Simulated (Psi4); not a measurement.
# A workflow on ZnF2 (SMILES [F][Zn][F])

Aim: a structure relaxation (singlet ZnF2, PBE/3-21G), then a single-point energy (doublet [ZnF2]+, UPBE/3-21G), then a structure relaxation (doublet [ZnF2]+, UPBE/3-21G), then a single-point energy (singlet ZnF2, PBE/3-21G) of F2Zn. 

The results are computed with Psi4 1.11.

**1. The molecule**

The species is ZnF2 (3 atoms), meant as a singlet with charge 0. As SMILES, `[F][Zn][F]`. The shape comes from GFN1-xTB, which is rough for such elements, and wasn't checked as a minimum. The run starts from this shape.

Bond lengths: Zn1–F2 1.658 Å, Zn1–F3 1.656 Å. Angles: F2–Zn1–F3 178.9°.

**2. A structure relaxation at PBE/3-21G (density fitting) (run 1)**

calc.dat

```
memory 1600 mb

molecule {
  0 1
  Zn    -0.009230    -0.005300    -0.000580
  F     -0.012290    -0.018300     1.657000
  F      0.021520     0.023590    -1.656420
  units angstrom
}

set basis 3-21G
set reference rks

energy_value, wavefunction = opt("pbe", return_wfn=True)
print_variables()
```

On the command line:

```console
$ psi4 calc.dat calc.out -n 1
```

calc.out:

```text
[...]
  Running in cs symmetry.
[...]
  Nuclear repulsion =  185.387666656451188
[...]
  Multiplicity = 1
[...]
  Nalpha       = 24
  Nbeta        = 24
[...]
    Number of basis functions: 47
[...]
   @DF-RKS iter   1: -1966.55932620593353   -4.55410e-01   1.02847e-01 ADIIS
[...]
   @DF-RKS iter   7: -1968.91914869452194   -1.36424e-12   3.78663e-09 DIIS
[...]
    Orbital Energies [Eh]
    ---------------------
    Doubly Occupied:
       1Ap  -343.622866     2Ap   -41.509255     3Ap   -36.488917
       1App  -36.481131     4Ap   -36.481131     5Ap   -24.090853
       6Ap   -24.090002     7Ap    -4.599655     8Ap    -3.018296
       2App   -3.001496     9Ap    -3.001496    10Ap    -1.018186
      11Ap    -1.003810    12Ap    -0.425328    13Ap    -0.357577
       3App   -0.357577    14Ap    -0.327887     4App   -0.314200
      15Ap    -0.314199    16Ap    -0.305488     5App   -0.305488
      17Ap    -0.291880     6App   -0.247783    18Ap    -0.247783
[...]
  @DF-RKS Final Energy: -1968.91914869452194
   => Energetics <=
    Nuclear Repulsion Energy =            183.6962335421462740
    One-Electron Energy =               -3117.1173558432196842
    Two-Electron Energy =                1056.0268520754434576
    DFT Exchange-Correlation Energy =     -91.5248784688920551
    Empirical Dispersion Energy =           0.0000000000000000
    VV10 Nonlocal Energy =                  0.0000000000000000
    Total Energy =                      -1968.9191486945219367
[...]
 Multipole Moments:
 ------------------------------------------------------------------------------------
     Multipole            Electronic (a.u.)      Nuclear  (a.u.)        Total (a.u.)
 ------------------------------------------------------------------------------------
 L = 1.  Multiply by 2.5417464519 to convert [e a0] to [Debye]
 Dipole X            :          0.0002847           -0.0000373            0.0002474
 Dipole Y            :          0.0000314           -0.0000029            0.0000285
 Dipole Z            :          0.0000000            0.0000000            0.0000000
 Magnitude           :                                                    0.0002490
[...]
  -Total Gradient:
     Atom            X                  Y                   Z
    ------   -----------------  -----------------  -----------------
       1        0.000006110047     0.000022057201     0.000000000000
       2       -0.000003575066    -0.000010928023     0.000000000000
       3       -0.000003590815    -0.000011141703     0.000000000000
[...]
    Final optimized geometry and variables:
    Molecular point group: cs
    Full point group: C1v
    Geometry (in Angstrom), charge = 0, multiplicity = 1:
    ZN           0.000069379978     0.000005454106     0.000000000000
    F            0.025207236528     1.672056373104     0.000000000000
    F           -0.025440698383    -1.672074726032     0.000000000000
  Variable Map:
  ----------------------------------------------------------------------------
  "CURRENT ENERGY"              =>   -1968.919148694522
  "CURRENT REFERENCE ENERGY"    =>   -1968.919148694522
  "DD SOLVATION ENERGY"         =>       0.000000000000
  "DFT FUNCTIONAL TOTAL ENERGY" =>   -1968.919148694522
  "DFT TOTAL ENERGY"            =>   -1968.919148694522
[...]
```

Standard output:

```text
Optimizer: Optimization complete!
```

It took 9.6 s on 1 thread of Intel Xeon Platinum 8488C (Sapphire Rapids), shared host; peak memory 0.32 GiB.

Steps, from the record of the run:

```tsv
step	energy from the first frame kept (eV)	largest force (eV/Å)
0	0.0000	0.5846
1	-0.0085	0.0538
2	-0.0087	0.0171
3	-0.0087	0.0126
4	-0.0088	0.0012
```

After the run. Bond lengths: Zn1–F2 1.672 Å, Zn1–F3 1.672 Å. Angles: F2–Zn1–F3 180.0°.

**3. The doublet cation: the energy at UPBE/3-21G (density fitting) (run 2)**

job.inp

```
memory 1.6 GB

molecule {
  1 2
  Zn    -0.004129    -0.002373    -0.000250
  F     -0.021030    -0.023420     1.671772
  F      0.013095     0.018860    -1.672301
  units angstrom
  symmetry c1
}

set globals {
  reference uks
}

e, wfn = energy("pbe/3-21G", return_wfn=True)
```

On the command line:

```console
$ psi4 -n 1 job.inp job.out
```

job.out:

```text
[...]
  Running in c1 symmetry.
[...]
  Nuclear repulsion =  183.696247318653263
[...]
  Multiplicity = 2
[...]
  Nalpha       = 24
  Nbeta        = 23
[...]
    Number of basis functions: 47
[...]
   @DF-UKS iter   1: -1965.90976586811871    1.66404e-01   8.23925e-02 ADIIS/DIIS
[...]
   @DF-UKS iter  12: -1968.50464279250741   -1.60003e-08   9.62455e-07 DIIS
[...]
   @S^2 Observed:                7.523198468E-01
[...]
    Orbital Energies [Eh]
    ---------------------
    Alpha Occupied:
       1A   -344.003569     2A    -41.891521     3A    -36.870843
       4A    -36.867502     5A    -36.857461     6A    -24.467923
       7A    -24.467068     8A     -4.976879     9A     -3.396539
      10A     -3.385783    11A     -3.366769    12A     -1.379125
      13A     -1.364420    14A     -0.776557    15A     -0.739184
      16A     -0.715627    17A     -0.683267    18A     -0.683266
      19A     -0.675130    20A     -0.664538    21A     -0.638421
      22A     -0.631205    23A     -0.629344    24A     -0.596432
    Alpha Virtual:
      25A     -0.350943    26A     -0.254251    27A     -0.247329
[...]
  @DF-UKS Final Energy: -1968.50464279250741
   => Energetics <=
    Nuclear Repulsion Energy =            183.6962473186532634
    One-Electron Energy =               -3099.8572818774719053
    Two-Electron Energy =                1038.7155404372019802
    DFT Exchange-Correlation Energy =     -91.0591486708905506
    Empirical Dispersion Energy =           0.0000000000000000
    VV10 Nonlocal Energy =                  0.0000000000000000
    Total Energy =                      -1968.5046427925074113
[...]
 Multipole Moments:
 ------------------------------------------------------------------------------------
     Multipole            Electronic (a.u.)      Nuclear  (a.u.)        Total (a.u.)
 ------------------------------------------------------------------------------------
 L = 1.  Multiply by 2.5417464519 to convert [e a0] to [Debye]
 Dipole X            :          0.0003061           -0.0000374            0.0002687
 Dipole Y            :         -0.0000149           -0.0000029           -0.0000178
 Dipole Z            :         -0.0000050            0.0000000           -0.0000050
 Magnitude           :                                                    0.0002694
[...]
```

It took 3.3 s on 1 thread of Intel Xeon Platinum 8488C (Sapphire Rapids), shared host; peak memory 0.28 GiB.

**4. The doublet cation: a structure relaxation at UPBE/3-21G (density fitting) (run 3)**

f2zn.dat

```
memory 1.6 GB

molecule {
  1 2
  Zn    -0.004129    -0.002373    -0.000250
  F     -0.021030    -0.023420     1.671772
  F      0.013095     0.018860    -1.672301
  symmetry c1
}

set globals {
  reference uks
}

e, wfn = optimize("pbe/3-21G", return_wfn=True)
```

On the command line:

```console
$ psi4 -i f2zn.dat -o f2zn.out -n 1
```

f2zn.out (excerpt; [...] marks lines left out):

```text
[...]
  Running in c1 symmetry.
[...]
  Nuclear repulsion =  183.696247318653263
[...]
  Multiplicity = 2
[...]
  Nalpha       = 24
  Nbeta        = 23
[...]
    Number of basis functions: 47
[...]
   @DF-UKS iter   1: -1965.90976586811871    1.66404e-01   8.23925e-02 ADIIS/DIIS
[...]
   @DF-UKS iter   8: -1968.50516144967787    1.81899e-12   2.01410e-09 DIIS
[...]
   @S^2 Observed:                7.523844560E-01
[...]
  @DF-UKS Final Energy: -1968.50516144967787
   => Energetics <=
    Nuclear Repulsion Energy =            181.3664311206941306
    One-Electron Energy =               -3095.4794294906623691
    Two-Electron Energy =                1036.6640943544284710
    DFT Exchange-Correlation Energy =     -91.0562574341380042
    Empirical Dispersion Energy =           0.0000000000000000
    VV10 Nonlocal Energy =                  0.0000000000000000
    Total Energy =                      -1968.5051614496778711
[...]
 Multipole Moments:
 ------------------------------------------------------------------------------------
     Multipole            Electronic (a.u.)      Nuclear  (a.u.)        Total (a.u.)
 ------------------------------------------------------------------------------------
 L = 1.  Multiply by 2.5417464519 to convert [e a0] to [Debye]
 Dipole X            :          0.0002480           -0.0000299            0.0002181
 Dipole Y            :         -0.0000045            0.0000003           -0.0000042
 Dipole Z            :         -0.0000054            0.0000000           -0.0000054
 Magnitude           :                                                    0.0002182
[...]
  -Total Gradient:
     Atom            X                  Y                   Z
    ------   -----------------  -----------------  -----------------
       1        0.000002404201     0.000000718845     0.000001596141
       2       -0.000003996856    -0.000159845966    -0.000000773202
       3        0.000000810277     0.000159138748    -0.000000775098
[...]
    Final optimized geometry and variables:
    Molecular point group: c1
    Full point group: C1v
    Geometry (in Angstrom), charge = 1, multiplicity = 2:
    ZN           0.000055481709    -0.000000565302    -0.000000000000
    F            0.025443796096     1.693547269246     0.000000000000
    F           -0.025630490632    -1.693545367019    -0.000000000000
    Psi4 run time: 0:00:12.47
[...]
```

Standard output:

```text
Optimizer: Optimization complete!
```

It took 14 s on 1 thread of Intel Xeon Platinum 8488C (Sapphire Rapids), shared host; peak memory 0.32 GiB.

The path in brief:

```tsv
step	energy from the first frame kept (eV)	largest force (eV/Å)
0	0.0000	0.6583
1	-0.0135	0.1336
2	-0.0141	0.0082
```

After the run. Bond lengths: Zn1–F2 1.694 Å, Zn1–F3 1.694 Å. Angles: F2–Zn1–F3 180.0°.

**5. The energy at PBE/3-21G (density fitting) (run 4)**

job.in

```
memory 1.6 GB

molecule mol {
  Zn    -0.004117    -0.002366    -0.000256
  F     -0.021166    -0.023644     1.693263
  F      0.013190     0.019060    -1.693772
  symmetry c1
}

set {
  reference rks
}

e = energy('pbe/3-21G')
```

On the command line:

```console
$ psi4 -i job.in -o job.out -n 1
```

job.out:

```text
[...]
  Running in c1 symmetry.
[...]
  Nuclear repulsion =  181.366392017902683
[...]
  Multiplicity = 1
[...]
  Nalpha       = 24
  Nbeta        = 24
[...]
    Number of basis functions: 47
[...]
   @DF-RKS iter   1: -1966.52000829386907   -4.81774e-01   8.12054e-02 ADIIS/DIIS
[...]
   @DF-RKS iter  10: -1968.91857988623178   -2.55909e-09   8.12642e-07 DIIS
[...]
    Orbital Energies [Eh]
    ---------------------
    Doubly Occupied:
       1A   -343.620573     2A    -41.506233     3A    -36.485704
       4A    -36.478329     5A    -36.478329     6A    -24.089556
       7A    -24.088708     8A     -4.596982     9A     -3.014675
      10A     -2.999342    11A     -2.999342    12A     -1.013057
      13A     -1.000167    14A     -0.419912    15A     -0.351930
      16A     -0.351930    17A     -0.326317    18A     -0.312442
      19A     -0.312441    20A     -0.302202    21A     -0.302202
      22A     -0.292101    23A     -0.248080    24A     -0.248080
[...]
  @DF-RKS Final Energy: -1968.91857988623178
   => Energetics <=
    Nuclear Repulsion Energy =            181.3663920179026832
    One-Electron Energy =               -3112.5876313722906161
    Two-Electron Energy =                1053.8208960563724759
    DFT Exchange-Correlation Energy =     -91.5182365882163822
    Empirical Dispersion Energy =           0.0000000000000000
    VV10 Nonlocal Energy =                  0.0000000000000000
    Total Energy =                      -1968.9185798862317824
[...]
 Multipole Moments:
 ------------------------------------------------------------------------------------
     Multipole            Electronic (a.u.)      Nuclear  (a.u.)        Total (a.u.)
 ------------------------------------------------------------------------------------
 L = 1.  Multiply by 2.5417464519 to convert [e a0] to [Debye]
 Dipole X            :          0.0002284           -0.0000298            0.0001985
 Dipole Y            :         -0.0000008            0.0000003           -0.0000005
 Dipole Z            :          0.0000000           -0.0000000            0.0000000
 Magnitude           :                                                    0.0001985
[...]
```

Wall time 2.8 s (1 thread of Intel Xeon Platinum 8488C (Sapphire Rapids), shared host); peak memory 0.28 GiB.

**6. Summary of results**

| quantity | value |
| --- | --- |
| run 1, PBE/3-21G: total energy at the end | -1968.91915 Eh |
| run 1, PBE/3-21G: dipole moment | 0.00 D |
| run 1, PBE/3-21G: HOMO energy | -6.74 eV |
| run 1, PBE/3-21G: LUMO energy | -1.83 eV |
| run 1, PBE/3-21G: HOMO–LUMO gap | 4.92 eV |
| doublet cation, run 2: total energy | -1968.50464 Eh |
| doublet cation, run 2: HOMO energy (highest over α and β) | -15.92 eV |
| doublet cation, run 2: LUMO energy (lowest over α and β) | -15.86 eV |
| doublet cation, run 2: ⟨S²⟩ | 0.752 |
| doublet cation, run 3: total energy at the end | -1968.50516 Eh |
| doublet cation, run 3: HOMO energy (highest over α and β) | -15.87 eV |
| doublet cation, run 3: LUMO energy (lowest over α and β) | -15.80 eV |
| doublet cation, run 3: ⟨S²⟩ | 0.752 |
| run 4, PBE/3-21G: total energy | -1968.91858 Eh |
| run 4, PBE/3-21G: HOMO energy | -6.75 eV |
| run 4, PBE/3-21G: LUMO energy | -1.94 eV |
| run 4, PBE/3-21G: HOMO–LUMO gap | 4.81 eV |
| adiabatic ionisation energy (to the doublet cation, no zero-point term) | 11.265 eV |

**Reading.** The adiabatic ionisation energy (to the doublet cation, no zero-point term) is 11.27 eV (1087 kJ/mol). The optimisation (run 1, PBE/3-21G) took 5 steps and changed the energy by -0.009 eV. The optimisation (doublet cation, run 3) took 3 steps and changed the energy by -0.014 eV.
